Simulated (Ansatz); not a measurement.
I need a short molecular-dynamics run of AsBH₄, SMILES B[AsH2]. Use the Ansatz DFT code, driven from Python. Settings (for the species named): PBE, def2-SVP basis, multiplicity 1.

```xyz
6

B     0.0724   -0.9525    0.1601
As    0.5931    1.0396    0.3108
H    -1.0910   -1.2349    0.4745
H     0.8431   -1.6947   -0.3061
H     0.4972    1.2502   -1.2515
H    -0.8727    1.5283    0.5660
```

`asbh4.py`:
```python
# -*- coding: utf-8 -*-
'''Molecular dynamics of one AsBH4 molecule.'''

import logging
import sys

import ansatz as az
import numpy as np

logging.basicConfig(stream=sys.stdout, format='[%(levelname)s] %(message)s')
logger = logging.getLogger('calc')
logger.setLevel(logging.INFO)


def main():
    molecule = (
        az.Crystal.molecule()
        .atom('B', (0.0724, -0.9525, 0.1601))
        .atom('As', (0.5931, 1.0396, 0.3108))
        .atom('H', (-1.091, -1.2349, 0.4745))
        .atom('H', (0.8431, -1.6947, -0.3061))
        .atom('H', (0.4972, 1.2502, -1.2515))
        .atom('H', (-0.8727, 1.5283, 0.566))
    )

    job = molecule.calculation()
    job = job.basis(gaussian='def2-SVP')
    job = job.functional('pbe')
    symbols = [site.symbol for site in molecule.cartesian_sites]
    start = np.array([site.position_ang for site in molecule.cartesian_sites], dtype=float)
    r = job.relax(force_tolerance=0.02, max_steps=100).run(threads=1).report
    end = np.array(r['positions_ang'])
    minimum = az.Crystal.molecule()
    for symbol, place in zip(symbols, end):
        minimum = minimum.atom(symbol, place.tolist())

    # dynamics from the relaxed geometry
    job = (
        minimum.calculation()
        .basis(gaussian='def2-SVP')
        .functional('pbe')
        .md('nve', timestep=0.5, steps=30, temperature=500, initial_velocities='maxwell_boltzmann', seed=64)
    )
    frames = []
    outcome = job.session().plan().execute(on_event=lambda e: frames.append(e['data']) if e['event'] == 'md_step' else None)
    logger.info('t (fs)   E_pot (eV)      E_kin (eV)   T (K)   d(0-1) (A)')
    for f in frames[::2]:
        xyz = np.array(f['positions_ang'])
        logger.info(f'{f["time_fs"]:6.2f} {f["lagrangian_ev"]:14.5f} {f["e_kin_ev"]:10.5f} {f["temperature_k"]:8.1f} {np.linalg.norm(xyz[0] - xyz[1]):9.4f}')
    kept = np.array([f['conserved_ev'] for f in frames])
    logger.info(f'conserved energy moves by at most {1000 * np.ptp(kept):.3f} meV')
    symbols = [site.symbol for site in molecule.cartesian_sites]
    with open('last_frame.xyz', 'w') as handle:
        handle.write(f'{len(symbols)}\nt = {frames[-1]["time_fs"]} fs\n')
        handle.writelines('{:2s} {:10.5f} {:10.5f} {:10.5f}\n'.format(s, *xyz) for s, xyz in zip(symbols, frames[-1]['positions_ang']))


if __name__ == '__main__':
    main()
```

Output of `python asbh4.py`:
```text
[INFO] t (fs)   E_pot (eV)      E_kin (eV)   T (K)   d(0-1) (A)
[INFO]   0.00   -61563.11752    0.25852    500.0    1.9875
[INFO]   1.00   -61563.09751    0.23861    461.5    1.9872
[INFO]   2.00   -61563.04689    0.18852    364.6    1.9867
[INFO]   3.00   -61562.99847    0.14065    272.0    1.9860
[INFO]   4.00   -61562.98502    0.12720    246.0    1.9849
[INFO]   5.00   -61563.00679    0.14843    287.1    1.9836
[INFO]   6.00   -61563.03252    0.17369    335.9    1.9820
[INFO]   7.00   -61563.03260    0.17373    336.0    1.9803
[INFO]   8.00   -61563.00193    0.14335    277.3    1.9786
[INFO]   9.00   -61562.95610    0.09788    189.3    1.9771
[INFO]  10.00   -61562.91646    0.05849    113.1    1.9759
[INFO]  11.00   -61562.89876    0.04088     79.1    1.9749
[INFO]  12.00   -61562.90831    0.05034     97.4    1.9741
[INFO]  13.00   -61562.93961    0.08142    157.5    1.9734
[INFO]  14.00   -61562.97845    0.11994    232.0    1.9728
[INFO]  15.00   -61563.00579    0.14699    284.3    1.9720
[INFO] conserved energy moves by at most 1.282 meV
```

File `last_frame.xyz` afterwards:
```text
6
t = 15.0 fs
B    -0.03128   -0.92735    0.14880
As    0.43613    0.98063    0.32193
H    -0.81688   -1.59262    0.75538
H     0.75224   -1.42944   -0.63204
H     0.82364    1.21952   -1.15459
H    -0.79320    1.88836    0.34447
```

Total energies depend on the basis set; only differences at equal settings carry meaning. The trajectory is only some femtoseconds long, so its temperature is not equilibrated; where the script doesn't relax first, it starts from a rough generated geometry. The temperature counts the internal degrees of freedom alone. Run time: 48 s on 1 thread of Arm Neoverse V1 (shared host), peak memory 0.17 GiB.
